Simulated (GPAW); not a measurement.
**CH3AlClN (SMILES C#[N+][AlH2-][Cl]) at RPBE/real-space grid (scalar-relativistic datasets)**

Aim: ionisation energies of CH3AlClN. Input form: an ASE script.

Program for the calculation: GPAW 26.7.0.

### Step 1. The system as given

The species is CH3AlClN (7 atoms), meant as a singlet with charge 0. SMILES: `C#[N+][AlH2-][Cl]`. The shape comes from GFN2-xTB, which is rough for such elements, and wasn't checked as a minimum.

Bond lengths: C1–N2 1.139 Å, N2–Al3 2.024 Å, Al3–Cl4 2.036 Å, C1–H5 1.060 Å, Al3–H6 1.548 Å, Al3–H7 1.548 Å. Angles: C1–N2–Al3 178.9°, N2–Al3–Cl4 101.4°, N2–C1–H5 179.6°, N2–Al3–H6 95.5°, N2–Al3–H7 95.1°, Cl4–Al3–H6 118.4°, Cl4–Al3–H7 118.3°, H6–Al3–H7 118.5°.

### Step 2. Ionisation energies at RPBE/real-space grid (scalar-relativistic datasets)

Contents of run.xyz:

```xyz
7

C     -0.677630    -1.157530    -1.371100
N     -0.265780    -0.496330    -0.540090
Al     0.501570     0.676920     0.919480
Cl    -0.572470     2.388010     0.667960
H     -1.056370    -1.778880    -2.141480
H      0.118150    -0.267100     2.084790
H      1.952540     0.634910     0.380440
```

Contents of calc.py:

```python
from ase.io import read
from gpaw import GPAW

# Set up the molecule
mol = read("run.xyz")
mol.center(vacuum=4.5)

energies = {}
for name, charge, unpaired in [("neutral", 0, 0), ("oxidised", 1, 1)]:
    mol.set_initial_magnetic_moments([unpaired / len(mol)] * len(mol))
    calc = GPAW(mode="fd",
                xc="RPBE",
                maxiter=100,
                h=0.18,
                occupations={"name": "fermi-dirac", "width": 0.0, "fixmagmom": unpaired > 0},
                charge=charge,
                symmetry="off",
                txt=f'{name}.txt')
    mol.calc = calc
    energies[name] = mol.get_potential_energy()
    print(f'{name:10} {energies[name]:12.5f} eV')

ip = energies["oxidised"] - energies["neutral"]
print(f"Vertical IP             {ip:.3f} eV")
```

Command:

```sh
python calc.py > calc.log
```

What values should one expect? Wanted: first ionisation energy.

Computed results:

At RPBE/real-space grid (scalar-relativistic datasets):

| quantity | value |
| --- | --- |
| first ionisation energy | 9.33 eV |
